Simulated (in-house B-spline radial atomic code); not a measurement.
# Eu⁺: highest level by several methods

In exact Kohn-Sham theory the highest occupied level equals minus the energy to remove an electron. How near do common methods come for Eu⁺?

Method: Dirac-Coulomb, several functionals; spherical all-electron atom at the radial basis limit. Code: in-house B-spline radial atomic code version 1.

## Step 1: The atom as given

| Property | Result |
| --- | --- |
| element | europium (Z = 63) |
| charge | +1 |
| electrons | 62 |
| configuration | [Xe] 4f7 6s1 |
| nucleus | Fermi, rms radius 5.112 fm |

The outer shells:

[Xe] 4f7 6s1
```
[Xe] core
4f [↑ ][↑ ][↑ ][↑ ][↑ ][↑ ][↑ ]
6s [↑ ]
```

The boxes only draw the filling; these runs are spin-restricted and spherical.

## Step 2: relativistic LDA

Settings, as recorded:

```ini
Z = 63
electrons = 62.0
configuration = [Xe] 4f7 6s1
hamiltonian = dirac
method = lda_x_rel,vwn
spin_polarised = False
nucleus = fermi
rms_radius = 5.1115
mass_number = 153
atomic_mass = 152.921236789
speed_of_light = 137.035999084
```

## Step 3: PBE, a GGA

The settings differ from step 2 so:

```diff
@@ -4,3 +4,3 @@
 hamiltonian = dirac
-method = lda_x_rel,vwn
+method = pbe,pbe
 spin_polarised = False
```

**Question.** The tabulated ionisation energy is 11.24 ± 0.006 eV (semi-empirical; NIST Atomic Spectra Database). What does each method give, and which comes nearest?

As calculated:

| method | rung | total energy (hartree) | −ε highest (eV) | −ε less tabulated (eV) |
| --- | --- | --- | --- | --- |
| relativistic LDA | LDA | -10825.7441 | 8.764 (6s1/2) | -2.476 |
| PBE | GGA | -10851.1677 | 8.524 (6s1/2) | -2.716 |

**Reading.** The tabulated ionisation energy is 11.24 ± 0.006 eV (semi-empirical; NIST Atomic Spectra Database). relativistic LDA comes nearest (-2.476 eV) and PBE is farthest (-2.716 eV, 24 %). Open shells are averaged (over orientations, and over spins where the run is restricted), while tables refer to the lowest levels. Every semilocal functional puts the level too high: its potential dies off too fast far from the nucleus, because each electron partly repels itself. A difference of total energies usually does far better than −ε.

Members of this set that are not shown: 1 used exact exchange with fractional occupations of an open shell, which is unsound here.
